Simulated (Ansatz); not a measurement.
Here is an Ansatz input file for Li, space group P6_3/mmc. Write the same calculation for the Python package.

```yaml
crystal:
  lattice:
    - [3.034386, 0.0, 0.0]
    - [-1.517193, 2.627855, 0.0]
    - [0.0, 0.0, 10.216208]
  atoms:
    - { symbol: Li, position: [0.0, 0.0, 0.0] }
    - { symbol: Li, position: [0.333333, 0.666667, 0.25] }
    - { symbol: Li, position: [0.0, 0.0, 0.5] }
    - { symbol: Li, position: [0.666667, 0.333333, 0.75] }
kpoints:
  mp_grid: { kspacing: 0.3 }
hamiltonian:
  xc: pbesol
scf:
  occupations: { method: fermi_dirac, width: 0.1 }
basis:
  ecutwfc: 420
output:
  forces: true
  stress: true
  eigenvalues: true
```

Launched from the shell:
```console
$ ansatz run input.yaml --threads 1 --pin off --max-ram 3072MiB --backend cpu --events-out ev --progress --plain --runs-dir out
Warning: the atoms were moved onto the symmetric positions of the space group found under crystal.symmetry.tolerance 1.0e-5 (fractional; no operation is sought that the atoms, as they stand in a round, miss by more than twice it, and no atom is moved by as much as it), and the run uses the moved positions. Before a round's move an operation carried an atom to 3.03e-6 Å from where it should land, [...]
Engine: ansatz 0.2.0, aarch64-unknown-linux-gnu
Pseudopotentials: kind: paw
Pseudopotential: Li, paw, valence charge 3, recommended cutoff 420 eV (normal), Li.paw.azcp
Functional definition: PBEsol
  exchange = pbesol_x
  correlation = pbesol_c
Crystal: 4 atoms, lattice volume = 81.463 Å³
Basis set: ecut = 420 eV, 1583 PW (Γ), exchange–correlation on 48×48×144 points (8 copies of the dense FFT grid, shifted against one another)
Bands: 10, of which v1, the nominal top of the filled ones, is band 6 counted from 1 (5 counted from 0)
Symmetry: 24 space group operations
Space group: P63/mmc (ITA 194), of the structure as read, at distance tolerance 4.3e-5 Å
k-points: 20 of 192
Non-local potential: Li, projectors of the file, l = 0: 3, l = 1: 2, l = 2: 1
PAW form: soft (Blöchl's): semilocal exchange-correlation on the pseudo side does not see the compensation charge
PAW one-centre angular grid: Li, 110 points (default); XC on 64 Gauss nodes
Initial density: superposition of atomic densities (neutral atoms: chi_scale 0, normalization atom), corrected by the library's trained network
Initial wavefunctions: pseudopotential atomic-orbital guess
Functional: x = pbesol(κ = 0.804, μ = 0.12345679012345678), c = pbesol(β = 0.046)
SCF iter   1: F=—  HF=-812.014620 eV  |F-HF|=—  |Δ(HF+E_count)|=         —  Δρ=1.50e-3  dr2=6.17e-4  ethr=1.77e-3  ⟨swp⟩=4.2  Hψ=1133  notcnv=0
preconditioner: auto → none  [metal: Δε(μ)=0.053 eV  Ē_g=4.057 eV  σ=0.100 eV  W_gap=0.13  n_scr=6 (ndim 8)  ℏωp=8.2 eV  f_vac=0.000  D(μ)=2.12/eV (n_scr^D=6)  sad-step TF]
SCF iter   2: F=—  HF=-812.012387 eV  |F-HF|=—  |Δ(HF+E_count)|=   2.23e-3  Δρ=6.86e-4  dr2=1.56e-4  ethr=5.14e-6  ⟨swp⟩=2.0  Hψ=443  notcnv=0
SCF iter   3: F=—  HF=-812.012000 eV  |F-HF|=—  |Δ(HF+E_count)|=   3.88e-4  Δρ=4.92e-5  dr2=2.64e-6  ethr=1.30e-6  ⟨swp⟩=2.0  Hψ=321  notcnv=0
SCF iter   4: F=—  HF=-812.011983 eV  |F-HF|=—  |Δ(HF+E_count)|=   1.66e-5  Δρ=1.85e-5  dr2=1.47e-6  ethr=2.20e-8  ⟨swp⟩=2.1  Hψ=253  notcnv=0
iter 5 did not close the SCF: its close was put off for the readings that it lacked (scf_convergence_deferred on its scf_iter line)
SCF iter   5: F=-812.011983 eV  HF=-812.011983 eV  |F-HF|=1.46e-9  |Δ(HF+E_count)|=   4.10e-7  Δρ=1.71e-6  dr2=2.90e-9  ethr=1.23e-8  ⟨swp⟩=1.9  Hψ=227  notcnv=0
SCF iter   6: F=-812.011983 eV  HF=-812.011983 eV  |F-HF|=1.21e-11  |Δ(HF+E_count)|=  7.40e-10  Δρ=4.16e-7  dr2=1.51e-10  ethr=2.41e-11  ⟨swp⟩=1.2  Hψ=589  notcnv=0
SCF 1 converged in 6 iterations: F = -812.011983 eV  dr2 = 1.51e-10
  greatest PAW one-centre occupation: 0.999 electrons in one spin orbital (limit 2), on the Li atom at site 3 (counted from 0), in its partial waves of l = 0
SCF converged after 6 iterations
Free energy (F): -812.011983 eV
Harris-Foulkes:  -812.011983 eV  (|F-HF|=1.21e-11)
Internal energy: -811.942458 eV  (E = F + TS)
E sigma→0 (E₀):  -811.977220 eV
Entropy (-TS):   -0.069525 eV (-17.381 meV/atom)
Fermi energy:    0.991506 eV
--- Per-component energies (eV) ---
  E_band       = -360.849590
  E_kinetic    = 84.662786
  E_local      = -528.555881  (includes V_loc(G=0)·N_el)
  E_nonlocal   = -132.799690
  E_hartree    = 156.733560
  E_xc         = -39.531637
  E_vxc        = -51.180890  (∫ρ·V_xc dr)
  E_paw        = -78.357522  (= ΣΔE_a)
  E_vpaw       = -46.442887  (= ΣTr[D̂ρ^β])
  E_aug_tail   = 0.000058  (compensation charges beyond the density's cutoff)
  E_ewald      = -274.094133
  E_smearing   = -0.069525  (= −TS)
  E_closure    = 0.000000  (closes the sum)
  Σ components = -812.011983   (vs F -812.011983, Δ=0.00e0)
--- Forces (eV/Å), atoms counted from 1 ---
  atom   1  Li     0.00000000     0.00000000    -0.00000000
  atom   2  Li    -0.00000000     0.00000000     0.00000000
  atom   3  Li     0.00000000    -0.00000000     0.00000000
  atom   4  Li     0.00000000    -0.00000000     0.00000000
  max |Σ_I F_I| component: 2.31e-18 eV/Å
--- Stress (GPa, compression-positive) ---
        0.455706       0.000000       0.000000
        0.000000       0.455706       0.000000
        0.000000       0.000000      -1.155031
  P = ⅓ Tr σ = -0.0812 GPa (-0.812 kbar)
--- Band table (eV; the first three rows and the last of 20) ---
  k-point 0: bands = ["-44.9416", "-44.9337", "-44.9329", "-44.9250", "-2.5516", "-1.4852", "-1.4840", "0.8352", "3.6705", "8.4986"]
  k-point 1: bands = ["-44.9405", "-44.9374", "-44.9291", "-44.9261", "-2.4326", "-2.0759", "-0.6762", "0.2603", "4.5290", "6.3099"]
  k-point 2: bands = ["-44.9390", "-44.9316", "-44.9309", "-44.9235", "-2.2985", "-1.2243", "-1.2230", "1.1692", "3.7749", "8.6219"]
  k-point 19: bands = ["-44.9191", "-44.9187", "-44.9174", "-44.9170", "2.0536", "2.2433", "2.8416", "2.9771", "4.3138", "4.3616"]
```

Script `deck_li.py`:
```python
import ansatz as az

inputs = {
    'crystal': {
        'lattice': [[3.034386, 0.0, 0.0], [-1.517193, 2.627855, 0.0], [0.0, 0.0, 10.216208]],
        'atoms': [
            {'symbol': 'Li', 'position': [0.0, 0.0, 0.0]},
            {'symbol': 'Li', 'position': [0.333333, 0.666667, 0.25]},
            {'symbol': 'Li', 'position': [0.0, 0.0, 0.5]},
            {'symbol': 'Li', 'position': [0.666667, 0.333333, 0.75]},
        ],
    },
    'kpoints': {'mp_grid': {'kspacing': 0.3}},
    'hamiltonian': {'xc': 'pbesol'},
    'scf': {'occupations': {'method': 'fermi_dirac', 'width': 0.1}},
    'basis': {'ecutwfc': 420},
    'output': {'forces': True, 'stress': True, 'eigenvalues': True},
}

res = az.Session.from_dict(inputs).plan().execute()
r = res.report

print('%-22s %14.5f eV' % ('F = E - TS', r['free_energy_ev']))
print('%-22s %14.5f eV' % ('E', r['internal_energy_ev']))
print('%-22s %14.5f eV' % ('Harris-Foulkes', r['harris_foulkes_ev']))
print('%-22s %14.5f eV' % ('Fermi level', r['fermi_energy_ev']))

gap = None if 'band_edges_ev' not in r else r['band_edges_ev'][1] - r['band_edges_ev'][0]
print('gap on the k mesh:', 'withheld (metal, or smearing too wide to tell)' if gap is None else f'{gap:.3f} eV')
print('lowest empty less highest filled band, by band count:', round(r['gap_by_band_count_ev'], 3), 'eV')

print('doubts on the final state:', r['published_state_doubts'] or 'none')
print('warnings:', sorted({n['data']['kind'] for n in res.notices if n['data'].get('severity') in ('warning', 'doubt')}) or 'none')
```

```console
$ python deck_li.py
DeckWarning: the atoms were moved onto the symmetric positions of the space group found under crystal.symmetry.tolerance 1.0e-5 (fractional; no operation is sought that the atoms, as they stand in a round, miss by more than twice it, and no atom is moved by as much as it), and the run uses the moved positions. Before a round's move an operation carried an atom to 3.03e-6 Å from where it should land, the largest such distance. Atom 1 (counting from 0) moved farthest, by 1.75e-6 Å; the longest [...]
F = E - TS                 -812.01198 eV
E                          -811.94246 eV
Harris-Foulkes             -812.01198 eV
Fermi level                   0.99151 eV
gap on the k mesh: withheld (metal, or smearing too wide to tell)
lowest empty less highest filled band, by band count: -3.889 eV
doubts on the final state: none
warnings: none
```
(Warnings from the package without file and line, shortened, repeats left out.)

Caveats:
- Total energies depend on the potentials; only differences at equal settings carry meaning. A total without «per atom» is that of the cell as typed.
- For a metal this k-point mesh is coarse: on a finer one energies can move by several to tens of meV an atom and pressures by half a GPa or more, differences at one mesh by less.
- Only differences from the Fermi energy are physical; the zero of the scale is a convention.
- A gap by band count of zero or less means overlapping bands, a metal.
- This isn't the structure that Li takes at ambient conditions.
- Levels are Kohn-Sham eigenvalues on this mesh.
- It ran for 1.2 s on 1 thread of Arm Neoverse V1, with other jobs on the host, peak memory 0.33 GiB.

(Lines on the test bed's own set-up are left out of the output.)
